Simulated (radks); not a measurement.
**Be⁺ in [He] 3s1: an all-electron calculation**

The task here is to estimate one member of a computed series from the others.

Method: scalar-relativistic Kohn-Sham, LDA (Slater exchange, Perdew-Wang correlation), spin-polarised, spherical densities, finite nucleus; open shells are filled with parallel spins first. Code: radks (a radial shooting solver on a logarithmic mesh, Libxc functionals) version 1.

**What is computed**

| Item | Value |
| --- | --- |
| element | beryllium (Z = 4) |
| charge | +1 |
| electrons | 3 |
| configuration | [He] 3s1 |
| nuclear rms radius | 2.519 fm |

Outer shells as boxes (Hund's rule):

Be⁺
```
[He] core
3s [↑ ]
```

The first run:

Input:

```text
Z 4
configuration [He] 3s1 2s0 2p0 3d0 4f0
relativity scalar-relativistic
functional lda,pw
spin polarised
nucleus finite rms 2.519 fm
c 137.035999084
```

The run is started by

```console
python run_ks.py task.json out
```

All runs below come from this command, one after another.

One of the session's tables, all rows but one given; the rest of the session is left out.

It belongs to the step «Orbitals and density». From the orbitals of this run (lengths in bohr):

| level | <r> | outermost maximum (interpolated) | 90 % within | nodes |
| --- | --- | --- | --- | --- |
| 1s up | 0.4217 | 0.268 | 0.760 | 0 |
| 1s down | 0.4214 | 0.268 | 0.759 | 0 |
| 2s up | 2.160 | 1.75 | 3.40 | 1 |
| 2s down | 2.165 | 1.76 | 3.40 | 1 |
| 2p up | 2.143 | 1.60 | 3.57 | 0 |
| 2p down | 2.139 | 1.61 | 3.55 | 0 |
| 3s up | ? | ? | ? | ? |
| 3s down | 5.740 | 5.37 | 8.32 | 2 |
| 3d up | 5.521 | 4.93 | 8.10 | 0 |
| 3d down | 5.841 | 5.09 | 8.74 | 0 |
| 4f up | 8.531 | 7.40 | 12.4 | 0 |
| 4f down | 9.891 | 8.56 | 14.5 | 0 |

**Question.** Estimate the row for 3s up.

As computed: <r>: 5.492; outermost maximum (interpolated): 5.24; 90 % within: 7.90; nodes: 2. In the column «<r>» it lies between 2s down (2.165) and 3d up (5.521).
